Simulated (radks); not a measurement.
# Al⁺ in [Ne] 3s2: an all-electron calculation

The task here is to estimate one member of a computed series from the others.

Program: radks (a radial shooting solver on a logarithmic mesh, Libxc functionals) version 1. Level of theory: non-relativistic Kohn-Sham, TASK exchange with Perdew-Wang LDA correlation, spin-unpolarised, spherical densities, point nucleus. These are calculated values, not measurements, unless marked.

### What is computed

- element: aluminium (Z = 13)
- charge: +1
- electrons: 12
- configuration: [Ne] 3s2

Outer shells as boxes (Hund's rule):

Al⁺
```
[Ne] core
3s [↑↓]
```

The first run:

The run's settings:

```text
Z 13
configuration [Ne] 3s2
relativity non-relativistic
functional task,pw
spin unpolarised
nucleus point
```

Among the steps run: Self-consistent calculation.

One of the session's tables, all rows but one given; the rest of the session is left out.

Radial moments (bohr):

| level | <r> | outermost maximum (interpolated) | 90 % within | nodes |
| --- | --- | --- | --- | --- |
| 1s | ? | ? | ? | ? |
| 2s | 0.6260 | 0.498 | 0.989 | 1 |
| 2p | 0.5995 | 0.430 | 1.01 | 0 |
| 3s | 2.453 | 2.09 | 3.67 | 2 |

Q: Estimate the row for 1s from the others.

The run gave: <r>: 0.1208; outermost maximum (interpolated): 0.0787; 90 % within: 0.216; nodes: 0. In the column «<r>» it is the lowest.
